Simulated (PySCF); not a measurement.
# C₉H₁₂: magnetic properties

Wanted: magnetic properties for C₉H₁₂ (`C#CC/C(C)=C(/C)C=C`).

Programs: PySCF 2.14.0, with routines of our own; each step states its level. All values are computed. Atoms count from 0.

## Step 1: The starting structure

21 atoms, charge 0, multiplicity 1; geometry from: GFN2-xTB.

## Step 2: Magnetic properties: GIAO B3LYP/pcSseg-1

Job settings and geometry (Å):

```
{"job": {"kind": "mag", "xc": "B3LYP", "basis": "pcSseg-1", "isotopologues": 0}, "charge": 0, "multiplicity": 1}
C      2.611296     2.107967    -0.518367
C      1.833450     1.320175    -0.972019
C      0.884579     0.346573    -1.480651
C      0.413828    -0.562844    -0.364161
C      1.130618    -1.880008    -0.270456
C     -0.577033    -0.211998     0.472211
C     -1.103958    -1.150874     1.522630
C     -1.218227     1.096860     0.399185
C     -2.404492     1.399418     0.915979
H      3.294537     2.805051    -0.135083
H      0.043410     0.871348    -1.940219
H      1.373336    -0.244817    -2.259656
H      0.462849    -2.703626    -0.525798
H      1.979251    -1.907364    -0.949597
H      1.505381    -2.053352     0.737880
H     -2.020333    -1.625297     1.170262
H     -1.333162    -0.602498     2.433835
H     -0.391249    -1.933364     1.760852
H     -0.657362     1.875676    -0.099205
H     -2.813170     2.392542     0.834755
H     -3.022470     0.677373     1.421857
```

With the program's defaults for keys left out, this is: GIAO B3LYP/pcSseg-1 magnetisability, rotational g tensor and spin-rotation constants, non-relativistic, gas phase.

On the command line:

```
OMP_NUM_THREADS=1 python excited_run.py task.json out
```

This one command runs all jobs of the session in turn.

Output:

```text
coarse grid: 17216 points
cycle   1  E = -349.8779859748  dE =  1.072e+00  |g| = 5.615e-01  |ddm| = 4.386e+00
cycle   2  E = -349.8698963805  dE =  8.090e-03  |g| = 5.909e-01  |ddm| = 1.339e+00
cycle   3  E = -349.9604859615  dE = -9.059e-02  |g| = 1.163e-01  |ddm| = 6.850e-01
cycle   4  E = -349.9630132603  dE = -2.527e-03  |g| = 6.237e-02  |ddm| = 1.484e-01
cycle   5  E = -349.9639565275  dE = -9.433e-04  |g| = 1.555e-02  |ddm| = 6.149e-02
cycle   6  E = -349.9640051890  dE = -4.866e-05  |g| = 6.661e-03  |ddm| = 1.682e-02
cycle   7  E = -349.9640156042  dE = -1.042e-05  |g| = 1.595e-03  |ddm| = 6.133e-03
cycle   8  E = -349.9640162279  dE = -6.236e-07  |g| = 2.112e-04  |ddm| = 1.670e-03
final grid: 165336 points
cycle   9  E = -350.0412816301  dE = -6.081e-05  |g| = 7.136e-03  |ddm| = 5.349e-02
cycle  10  E = -350.0412791666  dE =  2.464e-06  |g| = 7.756e-03  |ddm| = 1.495e-02
cycle  11  E = -350.0412947419  dE = -1.558e-05  |g| = 1.174e-03  |ddm| = 8.384e-03
cycle  12  E = -350.0412950351  dE = -2.932e-07  |g| = 4.839e-04  |ddm| = 1.211e-03
cycle  13  E = -350.0412950914  dE = -5.623e-08  |g| = 1.112e-04  |ddm| = 4.749e-04
cycle  14  E = -350.0412950943  dE = -2.999e-09  |g| = 3.152e-05  |ddm| = 1.414e-04
cycle  15  E = -350.0412950945  dE = -1.933e-10  |g| = 1.424e-05  |ddm| = 3.548e-05
converged SCF energy = -350.0412950945

Magnetisability tensor (1e-30 J/T^2)
    -1413.82      -98.61     -141.89
      -98.61    -1383.93      -91.85
     -141.89      -91.85    -1479.46
isotropic -1425.74   principal values   -1657.47  -1330.02  -1289.72
isotropic susceptibility -85.860 1e-6 cm^3/mol

Inertial axes            a          b          c
rot. const./GHz      2.0673     1.2309     0.8768
chi total           -80.198    -80.773    -96.608
chi diamagnetic    -733.812  -1107.509  -1522.446
chi paramagnetic    653.613   1026.736   1425.838
quadrupole/D A       -0.401      1.980     -1.579
g nuclear            0.6183     0.5834     0.5874
g electronic        -0.6348    -0.5937    -0.5873
g total             -0.0165    -0.0103     0.0001

Spin-rotation constants (kHz, H = +C I.J)
atom  isotope        aa         bb         cc
  9     1H       -0.162     -0.105     -0.047
 10     1H       -0.172     -0.059     -0.029
 11     1H       -0.104     -0.068     -0.065
 12     1H       -0.132     -0.065     -0.059
 13     1H        0.035     -0.118     -0.099
 14     1H       -0.218     -0.118      0.020
 15     1H       -0.087     -0.121     -0.042
 16     1H       -0.153     -0.089     -0.037
 17     1H       -0.201     -0.001     -0.076
 18     1H        0.064     -0.016     -0.095
 19     1H       -0.216      0.111     -0.098
 20     1H        0.084     -0.064     -0.102
  0    13C*       0.508      0.306      0.178
  1    13C*       0.568      0.365      0.163
  2    13C*       0.343      0.194      0.153
  3    13C*       0.692      0.551      0.194
  4    13C*       0.333      0.180      0.150
  5    13C*       0.735      0.563      0.171
  6    13C*       0.313      0.192      0.122
  7    13C*       0.844      0.582      0.134
  8    13C*       0.680      0.535      0.120
* in the singly substituted isotopologue
```

Run time: 83 s. Hardware: 1 thread of Arm Neoverse N1, shared host; peak memory 1 GiB.

Key values:

```
              quantity                     value
       magnetisability          -1426·10⁻³⁰ J/T²
  molar susceptibility        -85.9·10⁻⁶ cm³/mol
rotational g (a, b, c)  -0.0165, -0.0103, 0.0001
```

## Step 3: Magnetic properties: GIAO B97-D/pcSseg-1 in chloroform, grid 3

Settings changed since step 2:

```diff
@@ -1,2 +1,2 @@
-{"job": {"kind": "mag", "xc": "B3LYP", "basis": "pcSseg-1", "isotopologues": 0}, "charge": 0, "multiplicity": 1}
+{"job": {"kind": "mag", "xc": "B97-D", "basis": "pcSseg-1", "grid": 3, "solvent": "chloroform"}, "charge": 0, "multiplicity": 1}
 C      2.611296     2.107967    -0.518367
```

Method: GIAO B97-D/pcSseg-1 magnetisability, non-relativistic, IEF-PCM chloroform.

Output:

```text
coarse grid: 17216 points
cycle   1  E = -349.5755406695  dE =  8.295e-01  |g| = 6.658e-01  |ddm| = 4.466e+00
cycle   2  E = -349.5112037782  dE =  6.434e-02  |g| = 8.239e-01  |ddm| = 1.540e+00
cycle   3  E = -349.6944208593  dE = -1.832e-01  |g| = 1.501e-01  |ddm| = 9.489e-01
cycle   4  E = -349.6989173127  dE = -4.496e-03  |g| = 7.801e-02  |ddm| = 1.964e-01
cycle   5  E = -349.7004927043  dE = -1.575e-03  |g| = 1.847e-02  |ddm| = 8.210e-02
cycle   6  E = -349.7005576318  dE = -6.493e-05  |g| = 9.484e-03  |ddm| = 2.025e-02
cycle   7  E = -349.7005784738  dE = -2.084e-05  |g| = 3.123e-03  |ddm| = 9.193e-03
cycle   8  E = -349.7005809541  dE = -2.480e-06  |g| = 4.849e-04  |ddm| = 3.186e-03
final grid: 244760 points
cycle   9  E = -349.7532077630  dE = -1.644e-04  |g| = 9.064e-03  |ddm| = 8.078e-02
cycle  10  E = -349.7531834222  dE =  2.434e-05  |g| = 1.269e-02  |ddm| = 2.354e-02
cycle  11  E = -349.7532233824  dE = -3.996e-05  |g| = 4.848e-03  |ddm| = 1.721e-02
cycle  12  E = -349.7532297560  dE = -6.374e-06  |g| = 6.039e-04  |ddm| = 4.100e-03
cycle  13  E = -349.7532298005  dE = -4.446e-08  |g| = 4.460e-04  |ddm| = 9.949e-04
cycle  14  E = -349.7532298516  dE = -5.108e-08  |g| = 9.455e-05  |ddm| = 4.204e-04
cycle  15  E = -349.7532298537  dE = -2.074e-09  |g| = 2.982e-05  |ddm| = 1.088e-04
cycle  16  E = -349.7532298539  dE = -2.279e-10  |g| = 6.612e-06  |ddm| = 3.523e-05
converged SCF energy = -349.7532298539

Magnetisability tensor (1e-30 J/T^2)
    -1393.99      -99.46     -142.76
      -99.46    -1370.81      -88.77
     -142.76      -88.77    -1461.43
isotropic -1408.74   principal values   -1639.05  -1317.84  -1269.35
isotropic susceptibility -84.837 1e-6 cm^3/mol

Inertial axes            a          b          c
rot. const./GHz      2.0673     1.2309     0.8768
chi total           -79.059    -79.935    -95.516
chi diamagnetic    -732.426  -1106.497  -1521.218
chi paramagnetic    653.367   1026.562   1425.701
quadrupole/D A       -0.702      2.315     -1.613
```

It took 88 s on 1 thread of Arm Neoverse N1, shared host; peak memory 0.88 GiB.

In short:

```csv
quantity,value
magnetisability,-1409·10⁻³⁰ J/T²
molar susceptibility,-84.8·10⁻⁶ cm³/mol
```

## Step 4: Results

| quantity | value |
| --- | --- |
| magnetisability (step 2, GIAO B3LYP/pcSseg-1) | -1426·10⁻³⁰ J/T² |
| molar susceptibility (step 2, GIAO B3LYP/pcSseg-1) | -85.9·10⁻⁶ cm³/mol |
| rotational g (a, b, c) (step 2, GIAO B3LYP/pcSseg-1) | -0.0165, -0.0103, 0.0001 |

What this shows: The values above hold for this geometry and these levels alone. Vibrational averaging and real surroundings are missing from these values.
